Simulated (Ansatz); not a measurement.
F2HSn, SMILES [F][SnH][F], a single point in a Gaussian basis

Program: Ansatz 0.2.0 through its Python package.

The script reads `f2hsn.xyz`:
```text
4

F     0.67430   -1.36000    1.10000
Sn   -0.46260   -0.01860    0.13350
F     0.29550    1.75180    0.31180
H    -0.45170   -0.43350   -1.56550
```

Run as a notebook:

**Cell 1**
```python
import json

import ansatz
```

**Cell 2**
```python
f2hsn = ansatz.Crystal.molecule_from_extxyz("f2hsn.xyz")
```

**Cell 3**
```python
calculation = (
    f2hsn.calculation()
    .basis(gaussian="def2-SVP")
    .functional("R2SCAN0")
    .spin("collinear", total=1)
    .accuracy("medium")
)
done = calculation.run(threads=1, backend="cpu")
summary = done.report
```

**Cell 4**
```python
type(done).__name__, type(summary).__name__
```
Output:
```text
('RunOutcome', 'dict')
```

**Cell 5**
```python
summary["n_occupied"], summary["n_virtual"]
```
Output:
```text
([21, 20], [38, 39])
```

**Cell 6**
```python
for key in ("converged", "free_energy_ev", "reference_energy_ev", "n_frozen", "n_occupied", "n_virtual"):
    print(f"{key:22s} {summary[key]}")
with open("f2hsn.json", "w") as handle:
    json.dump({k: summary[k] for k in ("free_energy_ev", "reference_energy_ev", "n_occupied", "n_virtual")}, handle, indent=1)
```
Output:
```text
converged              True
free_energy_ev         -11275.588092686949
reference_energy_ev    -11275.588092686949
n_frozen               0
n_occupied             [21, 20]
n_virtual              [38, 39]
```

It writes `f2hsn.json`:
```json
{
 "free_energy_ev": -11275.588092686949,
 "reference_energy_ev": -11275.588092686949,
 "n_occupied": [
  21,
  20
 ],
 "n_virtual": [
  38,
  39
 ]
}
```

What to keep in mind:
- These settings explore the input space; basis and method may be short of convergence.
- The geometry is a force-field or estimated start, not a minimum of this method, and the basis set is short of its limit.
- def2 sets replace the cores of elements past krypton by effective core potentials.
- The species is open-shell (spin multiplicity 2).
- Wall time of the script: 5.5 s on 1 thread of Arm Neoverse V1, on a shared host, peak memory 0.24 GiB.

(Lines on the test bed's own set-up are left out of the output.)
